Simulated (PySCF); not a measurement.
**C2H5GeO3−: electronic excitations at several levels of theory**

Aim: compute the electronic excitations of C2H5GeO3− (`O=C([O-])C[O][GeH3]`) at several levels, and see how far they spread and what each costs.

Computed with PySCF 2.14.0, with density-fitted response routines of our own, on a single molecule in the gas phase. Atoms count from 0, in the outputs and in this text.

**1. Starting geometry**

11 atoms, charge -1, multiplicity 1; geometry from: GFN2-xTB.

Bonds of the start (Å): O0–C1 1.26, C1–O2 1.23, C1–C3 1.55, C3–O4 1.39, O4–Ge5 1.80, C3–H6 1.10, C3–H7 1.10, Ge5–H8 1.56, Ge5–H9 1.52, Ge5–H10 1.52.

**2. Relaxing the molecule at PBE0-D3(BJ)/def2-SVP**

Job settings and geometry (Å):

```
{"job": {"xc": "PBE0", "basis": "def2-SVP", "d3": "d3bj", "grid": 1, "kind": "geom"}, "charge": -1, "multiplicity": 1}
O     -0.211780     0.999992    -1.015537
C     -1.274618     0.419255    -0.674230
O     -2.406523     0.627717    -1.096976
C     -1.076571    -0.674474     0.406690
O      0.247545    -0.795377     0.796464
Ge     1.524172     0.249841     0.085596
H     -1.705823    -0.413355     1.269504
H     -1.441456    -1.626135    -0.005229
H      2.588711    -0.451624     0.987597
H      2.081268    -0.028581    -1.296097
H      1.680500     1.695412     0.516255
```

The program printed:

```text
step   0  E = -2380.89293586  max force = 0.018289
step   1  E = -2380.89524513  max force = 0.011330
step   2  E = -2380.89594665  max force = 0.003059
step   3  E = -2380.89596049  max force = 0.004417
step   4  E = -2380.89606658  max force = 0.001491
step   5  E = -2380.89607901  max force = 0.000788
step   6  E = -2380.89608450  max force = 0.000308
optimisation converged
```

Wall time 83 s (1 thread, shared host).

Step by step:

| step | energy from step 0 (eV) | largest force component (eV/Å) |
| --- | --- | --- |
| 0 | 0.0000 | 0.9405 |
| 1 | -0.0628 | 0.5826 |
| 2 | -0.0819 | 0.1573 |
| 3 | -0.0823 | 0.2271 |
| 4 | -0.0852 | 0.0767 |
| 5 | -0.0855 | 0.0405 |
| 6 | -0.0857 | 0.0158 |

Close pairs (by a distance rule), those that changed most:

| bond | before (Å) | after (Å) | change (Å) |
| --- | --- | --- | --- |
| O0–Ge5 | 2.188 | 2.103 | -0.086 |
| Ge5–H9 | 1.516 | 1.561 | +0.046 |
| Ge5–H10 | 1.516 | 1.561 | +0.045 |
| O4–Ge5 | 1.797 | 1.839 | +0.042 |
| Ge5–H8 | 1.562 | 1.602 | +0.040 |
| O0–C1 | 1.258 | 1.278 | +0.019 |
| C1–C3 | 1.550 | 1.536 | -0.014 |
| C3–H7 | 1.099 | 1.111 | +0.012 |

The final coordinates are the input of the step that follows.

| at the end point | value |
| --- | --- |
| point group (found at 0.08 Å tolerance) | Cs |
| rotational constants (GHz, main isotopes) | 5.913, 1.581, 1.279 |

**3. Ultraviolet spectrum: HF/def2-SVPD**

Job settings and geometry (Å):

```
{"job": {"kind": "uv", "xc": "HF", "basis": "def2-SVPD", "ip": true}, "charge": -1, "multiplicity": 1}
O     -0.232528     0.783016    -0.778212
C     -1.325959     0.199914    -0.467087
O     -2.447658     0.434835    -0.900071
C     -1.121131    -0.909867     0.575162
O      0.195968    -1.046974     0.972542
Ge     1.467488     0.043496     0.213702
H     -1.785864    -0.675927     1.433422
H     -1.515921    -1.848756     0.131635
H      2.594339    -0.676881     1.094708
H      2.027687    -0.243304    -1.215060
H      1.676051     1.518372     0.680974
```

Level: TDDFT HF/def2-SVPD, vertical, gas phase, core orbitals frozen in the response.

The program printed:

```text
final grid: 95944 points
cycle   1  E = -2377.9797269816  dE =  2.698e-01  |g| = 9.878e-01  |ddm| = 4.204e+00
cycle   2  E = -2378.0975716533  dE = -1.178e-01  |g| = 6.934e-01  |ddm| = 1.824e+00
cycle   3  E = -2378.1826362277  dE = -8.506e-02  |g| = 6.127e-02  |ddm| = 7.841e-01
cycle   4  E = -2378.1842237381  dE = -1.588e-03  |g| = 1.802e-02  |ddm| = 1.788e-01
cycle   5  E = -2378.1843084814  dE = -8.474e-05  |g| = 7.362e-03  |ddm| = 3.290e-02
cycle   6  E = -2378.1843295586  dE = -2.108e-05  |g| = 2.386e-03  |ddm| = 1.663e-02
cycle   7  E = -2378.1843332852  dE = -3.727e-06  |g| = 8.883e-04  |ddm| = 8.092e-03
cycle   8  E = -2378.1843337543  dE = -4.690e-07  |g| = 3.450e-04  |ddm| = 2.383e-03
cycle   9  E = -2378.1843338396  dE = -8.532e-08  |g| = 8.355e-05  |ddm| = 1.193e-03
cycle  10  E = -2378.1843338442  dE = -4.593e-09  |g| = 3.282e-05  |ddm| = 3.297e-04
cycle  11  E = -2378.1843338449  dE = -6.821e-10  |g| = 1.030e-05  |ddm| = 1.215e-04
converged SCF energy = -2378.1843338449

Static polarisability (au): isotropic 67.934, principal 57.006 64.854 81.944

Singlet excitations
state   eV       nm        f      main configurations
  1   7.0765    175.2   0.09068   H->L 0.79
  2   7.1078    174.4   0.00068   H-1->L+15 0.33, H-1->L+13 0.29
  3   7.7518    159.9   0.02878   H->L+3 0.41, H->L+1 0.32
  4   8.1107    152.9   0.04346   H-1->L+1 0.59, H-1->L 0.12
  5   8.2209    150.8   0.03810   H-3->L+1 0.29, H-2->L 0.23
  6   8.2290    150.7   0.09228   H-3->L 0.34, H-3->L+1 0.23, H-2->L 0.17
  7   8.4875    146.1   0.00308   H-2->L+1 0.43, H-2->L+2 0.10
  8   8.6371    143.5   0.00099   H-4->L+13 0.27, H-4->L+15 0.20, H->L+13 0.11
  9   8.8665    139.8   0.31587   H-2->L+15 0.18, H-2->L+13 0.18
 10   8.8791    139.6   0.03088   H->L+6 0.33, H->L+4 0.12, H-2->L+2 0.09

Triplet excitations (Tamm-Dancoff, eV): 6.3602 6.5404 6.6676 7.1905
Vertical ionisation energy (delta-SCF) = 3.7935 eV
```

Run time: 78 s. Hardware: 1 thread, shared host.

The orbitals next to the gap, with their largest atomic shares:

| orbital | eV | atoms |
| --- | --- | --- |
| HOMO−3 | -7.28 | O4 42 %, C3 12 %, Ge5 11 % |
| HOMO−2 | -7.04 | O0 35 %, O2 34 %, C1 9 % |
| HOMO−1 | -6.75 | O2 44 %, C3 13 %, C1 12 % |
| HOMO | -6.31 | Ge5 30 %, H8 26 %, O0 13 % |
| LUMO | 5.53 | Ge5 68 %, H8 9 %, H10 6 % |
| LUMO+1 | 6.31 | C3 20 %, C1 15 %, O4 14 % |
| LUMO+2 | 6.95 | O2 34 %, O0 18 %, O4 16 % |

With each of the 10 states as a Gaussian band of 0.4 eV half-width at 1/e, the curve within the window shown has maxima at 175 nm (ε 3,800), 140 nm (ε 15,000) L/(mol cm). Beyond the last state computed it falls off for lack of states. The curve at chosen wavelengths:

```tsv
nm	ε (L/mol/cm)
135	7689
137	11648
139	14211
142	13801
144	11842
146	10069
148	9052
151	8254
153	7491
155	6372
157	5086
160	3408
162	2697
164	2374
166	2408
169	2918
171	3351
173	3673
175	3773
178	3434
180	2952
182	2373
184	1790
187	1049
189	686
191	427
```

Ground-state properties from the same run:

| property | computed |
| --- | --- |
| polarisability (Å³) | 10.07 |
| HOMO–LUMO gap (eV) | 11.84 |
| −ε(HOMO) (eV) | 6.31 |

**4. Ultraviolet spectrum: LDA/def2-SVPD**

The job, as its differences from that of step 3:

```diff
@@ -1,2 +1,2 @@
-{"job": {"kind": "uv", "xc": "HF", "basis": "def2-SVPD", "ip": true}, "charge": -1, "multiplicity": 1}
+{"job": {"kind": "uv", "xc": "LDA", "basis": "def2-SVPD", "ip": true}, "charge": -1, "multiplicity": 1}
 O     -0.232528     0.783016    -0.778212
```

Level: TDDFT LDA/def2-SVPD, vertical, gas phase, core orbitals frozen in the response.

The program printed:

```text
coarse grid: 45680 points
cycle   1  E = -2375.7481818459  dE =  2.371e-01  |g| = 1.327e+00  |ddm| = 4.413e+00
cycle   2  E = -2372.4050280150  dE =  3.343e+00  |g| = 3.588e+00  |ddm| = 8.470e+01
cycle   3  E = -2375.9110970214  dE = -3.506e+00  |g| = 8.134e-01  |ddm| = 8.449e+01
cycle   4  E = -2376.0411034546  dE = -1.300e-01  |g| = 3.559e-01  |ddm| = 1.419e+00
cycle   5  E = -2376.0537022244  dE = -1.260e-02  |g| = 2.711e-01  |ddm| = 6.929e-01
cycle   6  E = -2376.0671766355  dE = -1.347e-02  |g| = 5.773e-02  |ddm| = 3.290e-01
cycle   7  E = -2376.0677628011  dE = -5.862e-04  |g| = 2.980e-02  |ddm| = 1.043e-01
cycle   8  E = -2376.0679221672  dE = -1.594e-04  |g| = 8.802e-03  |ddm| = 4.069e-02
cycle   9  E = -2376.0679381662  dE = -1.600e-05  |g| = 1.838e-03  |ddm| = 1.296e-02
cycle  10  E = -2376.0679387583  dE = -5.920e-07  |g| = 4.465e-04  |ddm| = 3.883e-03
final grid: 95944 points
cycle  11  E = -2376.0679564320  dE = -3.920e-10  |g| = 7.770e-04  |ddm| = 8.179e-03
cycle  12  E = -2376.0679562001  dE =  2.319e-07  |g| = 1.365e-03  |ddm| = 3.099e-03
cycle  13  E = -2376.0679565434  dE = -3.433e-07  |g| = 3.127e-04  |ddm| = 1.842e-03
cycle  14  E = -2376.0679565636  dE = -2.019e-08  |g| = 3.829e-05  |ddm| = 3.368e-04
cycle  15  E = -2376.0679565640  dE = -3.447e-10  |g| = 7.751e-06  |ddm| = 6.926e-05
converged SCF energy = -2376.0679565640

Static polarisability (au): isotropic 84.668, principal 67.285 81.510 105.209

Singlet excitations
state   eV       nm        f      main configurations
  1   4.5097    274.9   0.00426   H->L 0.99
  2   4.8801    254.1   0.00617   H->L+1 0.99
  3   5.1633    240.1   0.01538   H-1->L 0.93
  4   5.2724    235.2   0.05928   H-2->L 0.90
  5   5.3818    230.4   0.00078   H->L+2 0.99
  6   5.5244    224.4   0.00099   H-1->L+1 0.94
  7   5.5530    223.3   0.01307   H-3->L 0.98
  8   5.5829    222.1   0.02219   H-2->L+1 0.69, H->L+3 0.27
  9   5.6333    220.1   0.02137   H->L+3 0.72, H-2->L+1 0.24
 10   5.9021    210.1   0.00295   H-3->L+1 0.90, H-2->L+2 0.08

Triplet excitations (Tamm-Dancoff, eV): 4.4438 4.8185 4.9855 5.0426
Vertical ionisation energy (delta-SCF) = 4.7225 eV
```

Run time: 2.5 min. Hardware: 1 thread, shared host.

In short: HOMO -1.32 eV, LUMO 3.15 eV; lowest singlet 4.51 eV.

**5. Excited states and response: PBE/def2-SVPD**

The job, as its differences from that of step 4:

```diff
@@ -1,2 +1,2 @@
-{"job": {"kind": "uv", "xc": "LDA", "basis": "def2-SVPD", "ip": true}, "charge": -1, "multiplicity": 1}
+{"job": {"kind": "uv", "xc": "PBE", "basis": "def2-SVPD", "ip": true}, "charge": -1, "multiplicity": 1}
 O     -0.232528     0.783016    -0.778212
```

Method: TDDFT PBE/def2-SVPD, vertical, gas phase, core orbitals frozen in the response.

The program printed:

```text
coarse grid: 45680 points
cycle   1  E = -2380.5420118637  dE =  2.569e-01  |g| = 1.340e+00  |ddm| = 4.390e+00
cycle   2  E = -2377.1691069405  dE =  3.373e+00  |g| = 3.588e+00  |ddm| = 9.304e+01
cycle   3  E = -2380.7173541804  dE = -3.548e+00  |g| = 8.047e-01  |ddm| = 9.285e+01
cycle   4  E = -2380.8461356942  dE = -1.288e-01  |g| = 3.484e-01  |ddm| = 1.404e+00
cycle   5  E = -2380.8581195097  dE = -1.198e-02  |g| = 2.684e-01  |ddm| = 7.403e-01
cycle   6  E = -2380.8716211715  dE = -1.350e-02  |g| = 5.555e-02  |ddm| = 3.445e-01
cycle   7  E = -2380.8721608817  dE = -5.397e-04  |g| = 2.919e-02  |ddm| = 1.081e-01
cycle   8  E = -2380.8723175698  dE = -1.567e-04  |g| = 7.585e-03  |ddm| = 4.138e-02
cycle   9  E = -2380.8723294693  dE = -1.190e-05  |g| = 1.821e-03  |ddm| = 1.262e-02
cycle  10  E = -2380.8723300376  dE = -5.683e-07  |g| = 4.088e-04  |ddm| = 3.642e-03
final grid: 95944 points
cycle  11  E = -2380.8723623366  dE = -1.961e-08  |g| = 7.412e-04  |ddm| = 9.176e-03
cycle  12  E = -2380.8723619727  dE =  3.639e-07  |g| = 1.575e-03  |ddm| = 2.829e-03
cycle  13  E = -2380.8723624108  dE = -4.381e-07  |g| = 4.483e-04  |ddm| = 1.838e-03
cycle  14  E = -2380.8723624527  dE = -4.191e-08  |g| = 3.391e-05  |ddm| = 5.315e-04
cycle  15  E = -2380.8723624529  dE = -2.392e-10  |g| = 1.652e-05  |ddm| = 7.102e-05
converged SCF energy = -2380.8723624529

Static polarisability (au): isotropic 83.221, principal 65.843 80.143 103.676

Singlet excitations
state   eV       nm        f      main configurations
  1   4.4269    280.1   0.00393   H->L 0.99
  2   4.8395    256.2   0.00585   H->L+1 0.99
  3   5.1523    240.6   0.01071   H-1->L 0.98
  4   5.2878    234.5   0.05395   H-2->L 0.95
  5   5.3894    230.1   0.00065   H->L+2 0.99
  6   5.4680    226.7   0.01380   H-3->L 0.99
  7   5.5176    224.7   0.02914   H->L+3 0.96
  8   5.5610    223.0   0.00006   H-1->L+1 0.98
  9   5.6666    218.8   0.01337   H-2->L+1 0.92
 10   5.8580    211.6   0.00133   H-3->L+1 0.99

Triplet excitations (Tamm-Dancoff, eV): 4.3673 4.7671 4.9795 5.0343
Vertical ionisation energy (delta-SCF) = 4.4592 eV
```

Run time: 3.5 min. Hardware: 1 thread, shared host.

This run: HOMO -1.12 eV, LUMO 3.28 eV; lowest singlet 4.43 eV.

**6. Excited states and response: B3LYP/def2-SVPD**

The job, as its differences from that of step 5:

```diff
@@ -1,2 +1,2 @@
-{"job": {"kind": "uv", "xc": "PBE", "basis": "def2-SVPD", "ip": true}, "charge": -1, "multiplicity": 1}
+{"job": {"kind": "uv", "xc": "B3LYP", "basis": "def2-SVPD", "ip": true}, "charge": -1, "multiplicity": 1}
 O     -0.232528     0.783016    -0.778212
```

Method: TDDFT B3LYP/def2-SVPD, vertical, gas phase, core orbitals frozen in the response.

The program printed:

```text
coarse grid: 45680 points
cycle   1  E = -2381.2663967634  dE =  2.500e-01  |g| = 1.271e+00  |ddm| = 4.306e+00
cycle   2  E = -2380.4942506889  dE =  7.721e-01  |g| = 2.363e+00  |ddm| = 4.772e+00
cycle   3  E = -2381.5578840416  dE = -1.064e+00  |g| = 1.701e-01  |ddm| = 3.597e+00
cycle   4  E = -2381.5596425305  dE = -1.758e-03  |g| = 1.348e-01  |ddm| = 2.712e-01
cycle   5  E = -2381.5624208758  dE = -2.778e-03  |g| = 5.064e-02  |ddm| = 1.487e-01
cycle   6  E = -2381.5628707079  dE = -4.498e-04  |g| = 7.683e-03  |ddm| = 5.040e-02
cycle   7  E = -2381.5628811191  dE = -1.041e-05  |g| = 2.545e-03  |ddm| = 1.278e-02
cycle   8  E = -2381.5628822085  dE = -1.089e-06  |g| = 9.666e-04  |ddm| = 3.436e-03
final grid: 95944 points
cycle   9  E = -2381.5628972553  dE =  4.441e-07  |g| = 1.941e-03  |ddm| = 7.732e-03
cycle  10  E = -2381.5628950998  dE =  2.155e-06  |g| = 3.882e-03  |ddm| = 5.709e-03
cycle  11  E = -2381.5628979712  dE = -2.871e-06  |g| = 1.965e-04  |ddm| = 3.774e-03
cycle  12  E = -2381.5628979781  dE = -6.940e-09  |g| = 4.727e-05  |ddm| = 2.197e-04
cycle  13  E = -2381.5628979786  dE = -4.129e-10  |g| = 1.068e-05  |ddm| = 5.488e-05
converged SCF energy = -2381.5628979786

Static polarisability (au): isotropic 78.700, principal 63.362 75.529 97.208

Singlet excitations
state   eV       nm        f      main configurations
  1   5.4116    229.1   0.01088   H->L 0.96
  2   5.6973    217.6   0.01497   H->L+1 0.91
  3   5.7883    214.2   0.00058   H->L+3 0.90
  4   5.8267    212.8   0.05496   H-1->L 0.91
  5   5.9554    208.2   0.02203   H-2->L 0.94
  6   6.1872    200.4   0.00975   H-3->L 0.65, H-2->L+1 0.28
  7   6.2185    199.4   0.01009   H-2->L+1 0.37, H-1->L+1 0.32, H-3->L 0.24
  8   6.2334    198.9   0.01281   H-1->L+1 0.56, H-2->L+1 0.29
  9   6.3996    193.7   0.03408   H->L+2 0.90
 10   6.5326    189.8   0.00152   H-3->L+1 0.93

Triplet excitations (Tamm-Dancoff, eV): 5.2576 5.4071 5.5329 5.6433
Vertical ionisation energy (delta-SCF) = 4.5937 eV
```

It took 5.3 min on 1 thread, shared host.

This run: HOMO -2.44 eV, LUMO 3.62 eV; lowest singlet 5.41 eV.

**7. Ultraviolet spectrum: PBE0/def2-SVPD**

The job, as its differences from that of step 6:

```diff
@@ -1,2 +1,2 @@
-{"job": {"kind": "uv", "xc": "B3LYP", "basis": "def2-SVPD", "ip": true}, "charge": -1, "multiplicity": 1}
+{"job": {"kind": "uv", "xc": "PBE0", "basis": "def2-SVPD", "ip": true}, "charge": -1, "multiplicity": 1}
 O     -0.232528     0.783016    -0.778212
```

Level: TDDFT PBE0/def2-SVPD, vertical, gas phase, core orbitals frozen in the response.

The program printed:

```text
coarse grid: 45680 points
cycle   1  E = -2380.6684134259  dE =  2.238e-01  |g| = 1.171e+00  |ddm| = 4.248e+00
cycle   2  E = -2380.1665452370  dE =  5.019e-01  |g| = 2.006e+00  |ddm| = 3.788e+00
cycle   3  E = -2380.9211637055  dE = -7.546e-01  |g| = 1.328e-01  |ddm| = 2.574e+00
cycle   4  E = -2380.9222655174  dE = -1.102e-03  |g| = 1.047e-01  |ddm| = 2.196e-01
cycle   5  E = -2380.9240696573  dE = -1.804e-03  |g| = 3.365e-02  |ddm| = 1.156e-01
cycle   6  E = -2380.9242662991  dE = -1.966e-04  |g| = 5.648e-03  |ddm| = 3.495e-02
cycle   7  E = -2380.9242721846  dE = -5.885e-06  |g| = 1.180e-03  |ddm| = 8.948e-03
final grid: 95944 points
cycle   8  E = -2380.9242961411  dE =  3.558e-07  |g| = 1.897e-03  |ddm| = 6.877e-03
cycle   9  E = -2380.9242946310  dE =  1.510e-06  |g| = 3.396e-03  |ddm| = 5.815e-03
cycle  10  E = -2380.9242968367  dE = -2.206e-06  |g| = 1.873e-04  |ddm| = 3.716e-03
cycle  11  E = -2380.9242968442  dE = -7.588e-09  |g| = 5.072e-05  |ddm| = 2.761e-04
cycle  12  E = -2380.9242968447  dE = -4.193e-10  |g| = 1.612e-05  |ddm| = 5.876e-05
converged SCF energy = -2380.9242968447

Static polarisability (au): isotropic 77.504, principal 62.537 74.271 95.706

Singlet excitations
state   eV       nm        f      main configurations
  1   5.7044    217.3   0.01670   H->L 0.90
  2   5.8961    210.3   0.00057   H->L+3 0.86
  3   5.9391    208.8   0.02864   H->L+1 0.74, H-1->L 0.23
  4   6.0600    204.6   0.03961   H-1->L 0.69, H->L+1 0.20, H->L 0.08
  5   6.2278    199.1   0.02813   H-2->L 0.92
  6   6.3909    194.0   0.01375   H-1->L+1 0.66, H-2->L+1 0.22
  7   6.4090    193.5   0.00582   H-2->L+1 0.67, H-1->L+1 0.21
  8   6.5094    190.5   0.01429   H-3->L 0.87
  9   6.6550    186.3   0.03812   H->L+2 0.87
 10   6.7839    182.8   0.00169   H-3->L+1 0.89

Triplet excitations (Tamm-Dancoff, eV): 5.4332 5.4658 5.7657 5.8905
Vertical ionisation energy (delta-SCF) = 4.6003 eV
```

Run time: 4.9 min. Hardware: 1 thread, shared host.

This run: HOMO -2.65 eV, LUMO 3.89 eV; lowest singlet 5.70 eV.

**8. Excited states and response: BHandHLYP/def2-SVPD**

The job, as its differences from that of step 7:

```diff
@@ -1,2 +1,2 @@
-{"job": {"kind": "uv", "xc": "PBE0", "basis": "def2-SVPD", "ip": true}, "charge": -1, "multiplicity": 1}
+{"job": {"kind": "uv", "xc": "BHandHLYP", "basis": "def2-SVPD", "ip": true}, "charge": -1, "multiplicity": 1}
 O     -0.232528     0.783016    -0.778212
```

Level: TDDFT BHandHLYP/def2-SVPD, vertical, gas phase, core orbitals frozen in the response.

The program printed:

```text
coarse grid: 45680 points
cycle   1  E = -2381.0882890714  dE =  2.363e-01  |g| = 1.117e+00  |ddm| = 4.160e+00
cycle   2  E = -2380.9450408552  dE =  1.432e-01  |g| = 1.454e+00  |ddm| = 2.673e+00
cycle   3  E = -2381.3233188167  dE = -3.783e-01  |g| = 6.749e-02  |ddm| = 1.463e+00
cycle   4  E = -2381.3237019633  dE = -3.831e-04  |g| = 5.781e-02  |ddm| = 1.284e-01
cycle   5  E = -2381.3242588907  dE = -5.569e-04  |g| = 1.333e-02  |ddm| = 5.790e-02
cycle   6  E = -2381.3242919260  dE = -3.304e-05  |g| = 4.106e-03  |ddm| = 1.612e-02
cycle   7  E = -2381.3242951603  dE = -3.234e-06  |g| = 5.982e-04  |ddm| = 5.589e-03
final grid: 95944 points
cycle   8  E = -2381.3243045105  dE = -1.616e-07  |g| = 4.345e-04  |ddm| = 4.175e-03
cycle   9  E = -2381.3243045137  dE = -3.251e-09  |g| = 5.047e-04  |ddm| = 1.042e-03
cycle  10  E = -2381.3243045548  dE = -4.108e-08  |g| = 6.758e-05  |ddm| = 5.088e-04
cycle  11  E = -2381.3243045560  dE = -1.231e-09  |g| = 4.676e-05  |ddm| = 1.223e-04
cycle  12  E = -2381.3243045566  dE = -5.602e-10  |g| = 1.277e-05  |ddm| = 9.958e-05
converged SCF energy = -2381.3243045566

Static polarisability (au): isotropic 73.405, principal 60.157 70.198 89.861

Singlet excitations
state   eV       nm        f      main configurations
  1   6.3131    196.4   0.00056   H->L+4 0.33, H->L+9 0.23, H->L+5 0.18
  2   6.3554    195.1   0.06536   H->L 0.46, H-1->L 0.46
  3   6.6915    185.3   0.02461   H->L+1 0.66, H->L 0.16, H-1->L 0.08
  4   6.9223    179.1   0.03305   H-1->L+1 0.54, H-1->L 0.14, H->L+2 0.13
  5   7.0378    176.2   0.05243   H-3->L 0.81
  6   7.0659    175.5   0.00700   H-3->L+1 0.60, H-2->L+1 0.12, H-3->L 0.10
  7   7.1523    173.3   0.00484   H->L 0.32, H-1->L 0.27, H->L+1 0.18
  8   7.3125    169.6   0.00954   H-2->L 0.62, H-2->L+1 0.12, H-3->L+1 0.10
  9   7.5048    165.2   0.00062   H-2->L+1 0.21, H-1->L+4 0.19, H-4->L+4 0.10
 10   7.5535    164.1   0.03690   H->L+2 0.49, H->L+3 0.20

Triplet excitations (Tamm-Dancoff, eV): 5.8930 5.9177 6.1171 6.5369
Vertical ionisation energy (delta-SCF) = 4.8389 eV
```

Run time: 4.9 min. Hardware: 1 thread, shared host.

Key values: HOMO -4.17 eV, LUMO 4.32 eV; lowest singlet 6.31 eV.

**9. Side by side: electronic excitations**

Excitations and ground-state properties, with basis size and wall time:

| run | lowest singlet (eV) | brightest (eV) | f | gap (eV) | α (Å³) | functions | time |
| --- | --- | --- | --- | --- | --- | --- | --- |
| HF/def2-SVPD | 7.08 | 8.87 | 0.316 | 11.84 | 10.07 | 187 | 78 s |
| LDA/def2-SVPD | 4.51 | 5.27 | 0.059 | 4.47 | 12.55 | 187 | 2.5 min |
| PBE/def2-SVPD | 4.43 | 5.29 | 0.054 | 4.40 | 12.33 | 187 | 3.5 min |
| B3LYP/def2-SVPD | 5.41 | 5.83 | 0.055 | 6.06 | 11.66 | 187 | 5.3 min |
| PBE0/def2-SVPD | 5.70 | 6.06 | 0.040 | 6.54 | 11.48 | 187 | 4.9 min |
| BHandHLYP/def2-SVPD | 6.31 | 6.36 | 0.065 | 8.48 | 10.88 | 187 | 4.9 min |

**10. Summary of results**

| quantity | value |
| --- | --- |
| point group | Cs |
| rotational constants (main isotopes) | 5.91, 1.58, 1.28 GHz |
| lowest singlet (HF/def2-SVPD) | 7.08 eV (175 nm), f = 0.091 |
| brightest single state of those computed | state 9, 8.87 eV, f = 0.316 |
| lowest triplet | 6.36 eV |
| vertical ionisation energy (ΔSCF) | 3.79 eV |
| range of the lowest singlet | 4.43 to 7.08 eV |

Single values in the summary come from the first run of each kind that ended normally (HF/def2-SVPD), which need not be the best level. The optimisation took 6 steps and gained 0.086 eV; among the close pairs (by a distance rule), O0–Ge5 changed most, from 2.188 to 2.103 Å. The lowest singlet, at 7.08 eV, is HOMO→LUMO 0.79 and is bright; of the 10 states computed, the strongest absorption comes from state 9 at 8.87 eV. The lowest triplet lies 0.72 eV below the lowest singlet (triplets in Tamm-Dancoff, singlets in full TDDFT). In the gas-phase run even the lowest singlet lies above the computed detachment energy of this anion, so its states are not to be taken as bound. At HF/def2-SVPD, all states lie near or above the ionisation energy, where they hang on the basis. ΔSCF puts the ionisation energy at 3.79 eV, 2.51 eV below −ε(HOMO). In this run the hole sits in HOMO−1, not in the HOMO; unless the two are degenerate, this need not be the first ionisation. The lowest singlet runs from 4.43 eV (PBE/def2-SVPD) to 7.08 eV (HF/def2-SVPD), while the orbital gap spans 4.40 to 11.84 eV. The lowest state need not be the same one in every run. The runs solved for a few states only, so the brightest column depends on that window.
